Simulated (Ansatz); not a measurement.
# TaTi3 (Fm-3m): bands and what follows from them

Computed with Ansatz 0.2.0 (DFT r²SCAN, scalar-relativistic, plane waves, PAW, unless a step's input says otherwise).

### 1 The structure to begin with

Symmetry: Fm-3m, No. 225, cubic system. Conventional cell: a = 6.533 Å, b = 6.533 Å, c = 6.533 Å, α = 90.00°, β = 90.00°, γ = 90.00°. Ta (site symmetry m-3m) has 8 Ti at 2.83 Å as nearest neighbours. Ti (site symmetry -43m) is surrounded by 4 Ta at 2.83 Å and 4 Ti at 2.83 Å. Around Ti (site symmetry m-3m) lie 8 Ti at 2.83 Å.

Coordinates:

```xyz
4
Lattice="0.0000 3.2665 3.2665 3.2665 0.0000 3.2665 3.2665 3.2665 0.0000" Properties=species:S:1:pos:R:3 pbc="T T T"
Ta    0.0000    0.0000    0.0000
Ti    1.6333    1.6333    1.6333
Ti    4.8998    4.8998    4.8998
Ti    3.2665    3.2665    3.2665
```

The cell is the database one, not relaxed. At r²SCAN, an earlier run found -1.11 GPa for this cell of 17.427 Å³/atom (10×10×10 mesh), metallic.

### 2 Bands on a fine mesh, Fermi surface

Input file input.yaml:

```yaml
crystal:
  lattice:
    - [0.0, 3.2665272512, 3.2665272512]
    - [3.2665272512, 0.0, 3.2665272512]
    - [3.2665272512, 3.2665272512, 0.0]
  atoms:
    - { symbol: Ta, position: [0.0, 0.0, 0.0] }
    - { symbol: Ti, position: [0.25, 0.25, 0.25] }
    - { symbol: Ti, position: [0.75, 0.75, 0.75] }
    - { symbol: Ti, position: [0.5, 0.5, 0.5] }
basis:
  ecutwfc: 500
  ecutrho_ratio: 4
kpoints:
  mp_grid: { grid: [10, 10, 10] }
hamiltonian:
  xc: r2scan
scf:
  occupations: { method: gaussian, width: 0.05 }
output:
  forces: true
  stress: true
  eigenvalues: true
  eigenstates:
    nscf_kmesh: { grid: [12, 12, 12] }
    de_dk: true
    e_range: [-2.5, 2.5]
  write_density: true
  write_potential: true
  elf: true
  volumetric_format: npy
```

Command:

```sh
$ ansatz run input.yaml --threads 4 --pin off --max-ram 8192MiB --backend cpu --events-out ev --progress --plain --runs-dir out
```

**Question.** How long does this run take on 4 threads of Arm Neoverse V1, shared host, and how much memory does it need?

About 8.7 s, with a peak of 0.65 GiB.
